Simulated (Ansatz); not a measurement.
# H3SiZr: the cost of one run

The runs use Ansatz 0.2.0, Gaussian basis; the settings change from run to run.

27 further runs of the same task are left out: 9 that didn't finish, 18 set aside as unsound or not needed. Runs told in other sessions of the task aren't counted.

### Step 1. The system

The geometry is a PBE0/def2-TZVP stationary point (not a proven minimum). No spin-orbit coupling is included. Elements past krypton take def2 core potentials.

5 atoms, charge 0, spin multiplicity 6.

Atoms are counted from 1 here; the program's logs count them from 0.

Bond lengths: Zr1–Si2 2.786 Å, Si2–H3 1.492 Å, Si2–H4 1.492 Å, Si2–H5 1.492 Å. Angles: Zr1–Si2–H3 106.6°, Zr1–Si2–H4 109.0°, Zr1–Si2–H5 109.0°, H3–Si2–H4 110.8°, H3–Si2–H5 110.8°, H4–Si2–H5 110.7°.

### Step 2. CISD/def2-SVP

Contents of in.yaml:

```yaml
crystal:
  periodic: [false, false, false]
  atoms:
    - {symbol: Zr, position_ang: [0.000000, 0.000275, 0.719937]}
    - {symbol: Si, position_ang: [0.000000, 0.000386, -2.065923]}
    - {symbol: H, position_ang: [0.000029, -1.430191, -2.491203]}
    - {symbol: H, position_ang: [1.227362, 0.697273, -2.550771]}
    - {symbol: H, position_ang: [-1.227389, 0.697224, -2.550771]}
basis:
  gaussian: {orbitals: def2-SVP}
magnetization: {spin_polarized: false, initial_magnetization: 5}
correlation: {active_space: {ras: {orbitals: [3, 5, 47], electrons: 11, max_holes: 2, max_particles: 2}, fixed_orbitals: true}}
scf: {lower_state_search: off}
```

Launch:

```
$ ansatz run in.yaml --threads 1 --pin off --events-out ev --progress --plain --max-ram 2393MiB
```

What time and memory should one allow on 1 thread of Arm Neoverse V2, shared host?

About 39 s, with a peak of 0.25 GiB.
